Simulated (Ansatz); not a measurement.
# Al (fcc type): the cost of one run

Method: DFT, PBE, PAW with Ansatz's default frozen-core files, scalar-relativistic, in Ansatz 0.2.0.

## (1) The structure to begin with

It takes space group Fm-3m (No. 225, cubic). Conventional cell: a = 4.040 Å, b = 4.040 Å, c = 4.040 Å, α = 90.00°, β = 90.00°, γ = 90.00°. Al (site symmetry m-3m) has 12 Al at 2.86 Å as nearest neighbours.

Coordinates:

```cif
data_structure
_symmetry_space_group_name_H-M 'Fm-3m'
_symmetry_Int_Tables_number 225
_cell_length_a 4.0399
_cell_length_b 4.0399
_cell_length_c 4.0399
_cell_angle_alpha 90.000
_cell_angle_beta 90.000
_cell_angle_gamma 90.000
_cell_volume 65.94
loop_
_atom_site_label
_atom_site_type_symbol
_atom_site_symmetry_multiplicity
_atom_site_Wyckoff_symbol
_atom_site_fract_x
_atom_site_fract_y
_atom_site_fract_z
_atom_site_occupancy
Al1 Al 4 a 0.00000 0.00000 0.00000 1
```

The file gives the conventional cell by its symmetry; the runs use the cell typed in the input.

## (2) Bulk cell relaxed, PAW

The input, input.yaml:

```yaml
crystal:
  lattice:
    - [0.0, 2.0199666694, 2.0199666694]
    - [2.0199666694, 0.0, 2.0199666694]
    - [2.0199666694, 2.0199666694, 0.0]
  atoms:
    - { symbol: Al, position: [0.0, 0.0, 0.0] }
kpoints:
  mp_grid: { grid: [18, 18, 18] }
scf:
  occupations: { method: fermi_dirac, width: 0.08 }
hamiltonian:
  xc: pbe
  pseudopotentials: { kind: paw }
output:
  forces: true
  stress: true
  write_density: true
  write_potential: true
  elf: true
  volumetric_format: npy
relax:
  f_tol: 0.005
  max_steps: 40
  cell: {}
```

The run is started by

```sh
$ ansatz run input.yaml --threads 2 --pin off --max-ram 4096MiB --backend cpu --events-out ev --progress --plain --runs-dir out
```

**Question.** How long does this run take on 2 threads of Arm Neoverse V1, shared host, and how much memory does it need?

About 2.2 s, with a peak of 0.28 GiB.
